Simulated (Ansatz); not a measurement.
# AgAs2: the cost of one run

Computed with Ansatz 0.2.0 (DFT PBE, scalar-relativistic, plane waves, PAW, unless a step's input says otherwise).

## (1) The structure to begin with

It takes space group I4/mmm (No. 139, tetragonal). The conventional cell has a = 3.636 Å, b = 3.636 Å, c = 8.920 Å, α = 90.00°, β = 90.00°, γ = 90.00°. Around Ag (site symmetry 4/mmm) lie 10 As at 2.96 to 2.99 Å. Around As (site symmetry 4mm) lie 5 As at 2.94 to 2.99 Å and 5 Ag at 2.96 to 2.99 Å.

Coordinates:

```cif
data_structure
_symmetry_space_group_name_H-M 'P 1'
_symmetry_Int_Tables_number 1
_cell_length_a 5.1483
_cell_length_b 5.1483
_cell_length_c 5.1483
_cell_angle_alpha 138.639
_cell_angle_beta 138.639
_cell_angle_gamma 59.926
_cell_volume 58.98
loop_
_atom_site_label
_atom_site_type_symbol
_atom_site_fract_x
_atom_site_fract_y
_atom_site_fract_z
_atom_site_occupancy
Ag1 Ag 0.00000 0.00000 0.00000 1
As1 As 0.66500 0.66500 0.00000 1
As2 As 0.33500 0.33500 0.00000 1
```

This is candidate A: MoSi2 (C11b) type (I4/mmm, No. 139).

(A quick probe on a coarse mesh, which set the mesh and smearing, is not shown.)

## (3) Coarse relaxation (candidate A)

Input file input.yaml:

```yaml
crystal:
  lattice:
    - [-1.8181887308, 1.8181887308, 4.4602442303]
    - [1.8181887308, -1.8181887308, 4.4602442303]
    - [1.8181887308, 1.8181887308, -4.4602442303]
  atoms:
    - { symbol: Ag, position: [0.0, 0.0, 0.0] }
    - { symbol: As, position: [0.665, 0.665, 0.0] }
    - { symbol: As, position: [0.335, 0.335, 0.0] }
basis:
  ecutwfc: 420
kpoints:
  mp_grid: { grid: [6, 6, 6] }
hamiltonian:
  xc: pbe
scf:
  occupations: { method: gaussian, width: 0.1 }
  lower_state_search: "off"
output:
  forces: true
  stress: true
  eigenvalues: true
relax:
  adjacent_minimum: "off"
  f_tol: 0.04
  max_steps: 70
  cell: { stress_tol: 0.4 }
```

Command:

```bash
> ansatz run input.yaml --threads 1 --pin off --max-ram 2560MiB --backend cpu --events-out ev --progress --plain --runs-dir out
```

Q: Estimate wall time and peak memory on 1 thread of Intel Xeon 6975P-C (Granite Rapids), shared host.

About 8.6 s, with a peak of 0.4 GiB.
